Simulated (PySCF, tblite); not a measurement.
# CH₁₀GeOSi₂: geometry, infrared bands and NMR shifts

Aim: predict the infrared bands and NMR shifts of CH₁₀GeOSi₂ (`C[SiH2][Si@H](O)[GeH3]`).

The runs use tblite 0.8.0 and PySCF 2.14.0, with density-fitted response routines of our own; the level of theory stands in each step. All values are computed, except where a source is named. Atoms count from 0, in the outputs and in this text.

## 1. Starting geometry

15 atoms, charge 0, multiplicity 1; geometry from: force field or distance geometry start.

Bonds of the start (Å): C0–Si1 1.85, Si1–Si2 2.25, Si2–O3 1.71, Si2–Ge4 2.31, C0–H5 1.11, C0–H6 1.10, C0–H7 1.12, Si1–H8 1.46, Si1–H9 1.48, Si2–H10 1.47, O3–H11 0.99, Ge4–H12 1.55, Ge4–H13 1.54, Ge4–H14 1.56.

## 2. Geometry optimisation with GFN2-xTB

The job: settings as JSON, then the geometry in Å.

```
{"job": {"kind": "relax", "xc": "GFN2-xTB", "basis": "xTB"}, "charge": 0, "multiplicity": 1}
C     -2.646600    -0.248300     0.004300
Si    -1.098100     0.753100    -0.165900
Si     0.662400    -0.648800    -0.270200
O      0.458500    -1.760200     1.010000
Ge     2.537900     0.643700     0.093800
H     -3.504400     0.263700    -0.485800
H     -2.517500    -1.225600    -0.481200
H     -2.813600    -0.415400     1.094300
H     -1.162900     1.576900    -1.366700
H     -0.925900     1.633000     1.014200
H      0.687700    -1.297300    -1.584900
H      1.356600    -2.036800     1.329200
H      3.693400     0.274900    -0.870600
H      3.046700     0.325600     1.509800
H      2.221400     2.169600     0.039100
```

Command:

```sh
OMP_NUM_THREADS=1 python probes_run.py task.json out
```

This one command runs all jobs of the session in turn.

**Question.** This job is followed by: GFN2-xTB harmonic vibrations, gas phase; GIAO PBE0/pcSseg-1 NMR shielding, non-relativistic, gas phase. What will the session give for the following? strongest single infrared mode (GFN2-xTB); zero-point energy (GFN2-xTB); 13C shifts against TMS (PBE0/pcSseg-1); 1H shifts against TMS (PBE0/pcSseg-1, means over atoms taken as alike); 29Si shifts against TMS (PBE0/pcSseg-1); 17O shifts against H2O (PBE0/pcSseg-1); 73Ge shifts against GeMe4 (PBE0/pcSseg-1).

The runs gave:

| quantity | value |
| --- | --- |
| strongest single infrared mode (GFN2-xTB) | 2167 cm⁻¹, 576 km/mol |
| zero-point energy (GFN2-xTB) | 60.5 kcal/mol |
| 13C shifts against TMS (PBE0/pcSseg-1) | -10.2 ppm |
| 1H shifts against TMS (PBE0/pcSseg-1, means over atoms taken as alike) | 6.22, 4.12, 3.85, 3.11, 0.42, 0.26 ppm |
| 29Si shifts against TMS (PBE0/pcSseg-1) | -13.6, -75.6 ppm |
| 17O shifts against H2O (PBE0/pcSseg-1) | -0.5 ppm |
| 73Ge shifts against GeMe4 (PBE0/pcSseg-1) | -389 ppm |

**Reading.** The optimisation took 89 steps and gained 0.541 eV; among the close pairs (by a distance rule), Si2–O3 changed most, from 1.708 to 1.633 Å. The lowest mode is imaginary (22i cm⁻¹), so the xTB geometry is not a minimum. The strongest single mode, at 2167 cm⁻¹, moves mainly H9 and H8. Unscaled tight-binding wavenumbers are off by several per cent, some by more. Its intensities can rank the bands wrongly. At PBE0/pcSseg-1: The widest tensor belongs to Si2: span 184 ppm, with a paramagnetic part of -516 ppm. Spin-orbit coupling is left out, which matters for shieldings and couplings at and beside the heavy atoms.
